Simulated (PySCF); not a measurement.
# CH8Si2Te: the cost of one run

Programs: PySCF 2.14.0, with routines of our own; each step states its level. All values are computed. Atoms count from 0.

### Step 1. The system as given

12 atoms, charge 0, multiplicity 1; geometry from: GFN2-xTB.

### Step 2. Optimising the geometry at PBE0-D3(BJ)/def2-SVP

What the job is given:

```
{"job": {"xc": "PBE0", "basis": "def2-SVP", "d3": "d3bj", "grid": 1, "maxiter": 30, "shake": 0.01, "kind": "geom"}, "charge": 0, "multiplicity": 1}
C     -1.571570    -0.323770    -0.843840
Si    -1.241320     0.463870     0.845170
Te     0.831990     1.840570     0.794650
Si     2.399240    -0.075750     0.340320
H     -2.491870    -0.915940    -0.836060
H     -1.738760     0.474950    -1.605030
H     -0.759700    -0.932250    -1.170920
H     -2.295270     1.388210     1.211170
H     -1.167880    -0.592930     1.866550
H      3.714000     0.457180     0.386330
H      2.222440    -1.130460     1.358260
H      2.138390    -0.681970    -0.959040
```

Command:

```
$ OMP_NUM_THREADS=1 python heavy_run.py task.json out
```

The driver reads the jobs from task.json and runs them one after another.

**Question.** How long does this first job take on 1 thread of Arm Neoverse V2, shared host, and how much memory does it need?

About 39 s, with a peak of 0.5 GiB.
